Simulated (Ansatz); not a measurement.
# C2H7BGeO: the cost of one run

Program: the Python package of Ansatz 0.2.0. The levels of theory stand in the script. These are calculated values, not measurements.

### Step 1. The structure

Bond lengths: B1–C2 1.569 Å, C2–C3 1.339 Å, C2–O4 1.444 Å, O4–Ge5 1.778 Å, B1–H6 1.220 Å, B1–H7 1.164 Å, C3–H8 1.054 Å, C3–H9 1.029 Å, Ge5–H10 1.566 Å, Ge5–H11 1.567 Å, Ge5–H12 1.527 Å. Angles (14 of 16 angles, heavy atoms first): B1–C2–C3 118.6°, B1–C2–O4 122.4°, C3–C2–O4 118.9°, C2–O4–Ge5 125.8°, C2–B1–H6 120.7°, C2–B1–H7 122.2°, C2–C3–H8 119.8°, C2–C3–H9 119.9°, O4–Ge5–H10 111.2°, O4–Ge5–H11 107.6°, O4–Ge5–H12 110.4°, H6–B1–H7 116.6°, H8–C3–H9 119.8°, H10–Ge5–H11 107.2°.

The script reads c2h7bgeo.xyz:

```xyz
12

B    -0.39880   -0.08110    1.49900
C    -0.35280   -0.76700    0.08820
C    -0.86180   -1.99890   -0.04240
O     0.29740   -0.15720   -1.04750
Ge    0.93630    1.50030   -1.11340
H    -0.03660    1.07520    1.64060
H    -0.91300   -0.58170    2.41570
H    -1.24530   -2.50040    0.80200
H    -0.76780   -2.50060   -0.93580
H    -0.15630    2.54510   -0.70590
H     2.09230    1.60470   -0.06040
H     1.48340    1.80630   -2.50610
```

### Step 2. Script

methods_c2h7bgeo.py

```python
"""C2H7BGeO at several levels of theory."""

from pathlib import Path

import ansatz as az
import numpy as np


def main() -> None:
    geometry = az.Crystal.molecule_from_extxyz("c2h7bgeo.xyz")

    base = geometry.calculation().basis(gaussian="def2-SVP").accuracy("high")

    print("functional    E (Ha)        dipole (D)   HOMO (eV)  LUMO (eV)")
    for name in ["r2scan", "b3lyp", "revpbe", "pbe0", "hf", "cam_b3lyp"]:
        rep = base.functional(name).forces().orbitals().run(threads=1, runs_dir="runs").report
        lines = Path(rep["orbitals_path"]).read_text().splitlines()
        field_of = lambda key: [line.split("=")[1].strip() for line in lines if line.startswith(key)]
        orbitals = [(27.211386 * float(e), s, float(n)) for e, s, n in zip(field_of("Ene="), field_of("Spin="), field_of("Occup="))]
        homo = max(e for e, _, n in orbitals if n > 0.5)
        lumo = min(e for e, _, n in orbitals if n < 0.5)
        dipole = 4.803205 * np.linalg.norm(rep["charge_distribution"]["dipole_moment_e_ang"])
        print(f"{name:10s} {rep['free_energy_ev'] / 27.211386246:14.6f} {dipole:9.3f} {homo:11.3f} {lumo:10.3f}")


if __name__ == "__main__":
    main()
```

### Step 3. The input behind the calls

The engine receives this input (first run):

```yaml
crystal:
  periodic: [false, false, false]
  atoms:
    - { symbol: B, position_ang: [-0.3988, -0.0811, 1.499] }
    - { symbol: C, position_ang: [-0.3528, -0.767, 0.0882] }
    - { symbol: C, position_ang: [-0.8618, -1.9989, -0.0424] }
    - { symbol: O, position_ang: [0.2974, -0.1572, -1.0475] }
    - { symbol: Ge, position_ang: [0.9363, 1.5003, -1.1134] }
    - { symbol: H, position_ang: [-0.0366, 1.0752, 1.6406] }
    - { symbol: H, position_ang: [-0.913, -0.5817, 2.4157] }
    - { symbol: H, position_ang: [-1.2453, -2.5004, 0.802] }
    - { symbol: H, position_ang: [-0.7678, -2.5006, -0.9358] }
    - { symbol: H, position_ang: [-0.1563, 2.5451, -0.7059] }
    - { symbol: H, position_ang: [2.0923, 1.6047, -0.0604] }
    - { symbol: H, position_ang: [1.4834, 1.8063, -2.5061] }
accuracy: high
basis:
  gaussian:
    orbitals: def2-SVP
hamiltonian:
  xc: r2scan
output:
  orbitals: {}
  forces: true
```

### Step 4. Running it

On the command line:

```console
> python methods_c2h7bgeo.py
```

**Question.** How long does this script take on 1 thread of Arm Neoverse V2, shared host, and how much memory does it need?

About 2.1 min, with a peak of 0.71 GiB.
